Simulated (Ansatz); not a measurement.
# SnH₂S₂: how energies converge with the basis set

Aim: see how fast density functionals converge with the basis set for SnH₂S₂.

Method: one geometry, several basis sets; program: Ansatz 0.2.0, Gaussian basis.

The runs, in order: PBE0-D4/def2-SVP; ωB97M-V/def2-SVP; PBE0-D4/def2-QZVPP; ωB97M-V/def2-QZVPP; the functionals' def2-TZVPP values are taken from earlier runs.

## 1. Structure used throughout

All runs share one geometry, relaxed beforehand with PBE0-D4 in a triple-zeta def2 set. Sn takes the def2 core potential; no spin-orbit term is included.

SMILES `[SH][Sn][SH]`, 5 atoms, charge 0, spin multiplicity 1.

Atoms are counted from 1 here; the program's logs count them from 0.

Bond lengths: S1–Sn2 2.439 Å, S1–H4 1.342 Å, Sn2–S3 2.439 Å, S3–H5 1.342 Å. Angles: Sn2–S1–H4 97.8°, S1–Sn2–S3 100.1°, Sn2–S3–H5 97.8°.

## 2. PBE0-D4 in def2-SVP

in.yaml

```yaml
crystal:
  periodic: [false, false, false]
  atoms:
    - {symbol: S, position_ang: [-1.794160, -0.100301, -0.509668]}
    - {symbol: Sn, position_ang: [-0.205756, 1.679346, -0.003157]}
    - {symbol: S, position_ang: [1.778288, 0.351506, 0.494014]}
    - {symbol: H, position_ang: [-0.967938, -1.141551, -0.322531]}
    - {symbol: H, position_ang: [1.239364, -0.862499, 0.300041]}
basis:
  gaussian: {orbitals: def2-SVP}
hamiltonian: {xc: pbe0, dispersion: d4}
output: {orbitals: {seedname: orbitals}}
```

Run with:

```sh
> ansatz run in.yaml --threads 4 --pin off --events-out ev --progress --plain --max-ram 10444MiB
```

Further steps of the session: ωB97M-V in def2-SVP; PBE0-D4 in def2-QZVPP; ωB97M-V in def2-QZVPP.

Q: Predict the results of all the runs planned. Wanted: PBE0-D4: double and triple zeta above quadruple; ωB97M-V: double and triple zeta above quadruple.

As calculated:

```
                                       quantity          value
PBE0-D4: double and triple zeta above quadruple  8.52, 0.71 eV
ωB97M-V: double and triple zeta above quadruple  8.47, 0.68 eV
```

**Reading.** For PBE0-D4 the step from double to triple zeta gains 7.81 eV and the next only 0.71 eV. These are total energies; as a rule much of such shifts cancels in differences, which this series doesn't test.
